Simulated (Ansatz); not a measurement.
Relaxation of a periodic cell of 23 atoms, Si8O15 (host SiO2, host structure P4_2/mnm, one O atom removed), to a largest force component of 0.03 eV/Å in at most 60 steps.

The calculation used DFT PBE-D3(BJ), scalar-relativistic, plane waves, PAW in Ansatz 0.2.0. Settings: PAW set soft_1, cutoff 420 eV, k mesh 2x2x2, fermi-dirac smearing 0.05 eV, no spin polarisation.

```xyz
23
Lattice="-4.1564 -4.1564 0.0000 4.1564 -4.1564 0.0000 0.0000 0.0000 5.3204" Properties=species:S:1:pos:R:3:forces:R:3
Si 0.000 -4.156 0.000 -0.07 0.07 -0.07
Si 2.078 -2.078 1.330 -0.19 0.19 0.00
O 1.280 -2.877 0.000 -0.56 -0.33 -0.06
O 0.798 -0.798 1.330 0.63 -0.63 0.00
O -1.280 -5.436 0.000 0.33 0.56 -0.06
O 3.358 -3.358 1.330 -0.50 0.50 0.00
Si 0.000 -4.156 2.660 -0.07 0.07 0.07
Si 2.078 -2.078 3.990 -0.51 0.51 0.00
O 1.280 -2.877 2.660 -0.56 -0.33 0.06
O -0.798 0.798 3.990 -0.73 0.73 0.00
O -1.280 -5.436 2.660 0.33 0.56 0.06
Si 0.000 0.000 0.000 0.76 -0.76 -1.64
Si -2.078 -2.078 1.330 0.11 -0.11 0.00
O -2.877 -2.877 0.000 -0.36 -0.45 -0.14
O 0.798 -4.955 1.330 0.44 -0.44 0.00
O -1.280 -1.280 0.000 0.45 0.36 -0.14
O -0.798 -3.358 1.330 -0.39 0.39 0.00
Si 0.000 0.000 2.660 0.76 -0.76 1.64
Si -2.078 -2.078 3.990 0.04 -0.04 0.00
O -2.877 -2.877 2.660 -0.36 -0.45 0.14
O 0.798 -4.955 3.990 0.42 -0.42 0.00
O -1.280 -1.280 2.660 0.45 0.36 0.14
O -0.798 -3.358 3.990 -0.41 0.41 0.00
```

**Question.** Where does it end, and by what steps?

**Answer.** It converged. Limits of this set-up: coarse k mesh, no spin, though dangling bonds at a vacancy may carry it, a small cell, in which the defect meets its images. After 5 steps the energy has fallen by 0.255 eV; Si12 moved furthest, 0.06 Å.

```tsv
step	energy less start (eV)	largest force component (eV/Å)	accepted
0	0.0000	1.643	yes
1	-0.1525	1.020	yes
2	-0.2515	0.064	yes
3	-0.2529	0.073	yes
4	-0.2541	0.037	yes
5	-0.2546	0.012	yes
```

```xyz
23
Lattice="-4.1564 -4.1564 0.0000 4.1564 -4.1564 0.0000 0.0000 0.0000 5.3204" Properties=species:S:1:pos:R:3
Si -0.001 -4.156 -0.004
Si 2.085 -2.085 1.330
O 1.244 -2.864 -0.009
O 0.820 -0.820 1.330
O -1.292 -5.400 -0.009
O 3.352 -3.352 1.330
Si -0.001 -4.156 2.664
Si 2.052 -2.052 3.990
O 1.244 -2.864 2.669
O -0.834 0.834 3.990
O -1.292 -5.400 2.669
Si 0.027 -0.027 -0.050
Si -2.066 -2.091 1.330
O -2.876 -2.901 -0.011
O 0.815 -4.971 1.330
O -1.255 -1.280 -0.011
O -0.806 -3.351 1.330
Si 0.027 -0.027 2.711
Si -2.072 -2.084 3.990
O -2.876 -2.901 2.671
O 0.813 -4.969 3.990
O -1.255 -1.280 2.671
O -0.807 -3.350 3.990
```

Whether the end is a true minimum wasn't checked by a vibrational analysis.

Run time: 25 s on 1 thread of Arm Neoverse V2, on a shared host, peak memory 0.42 GiB.
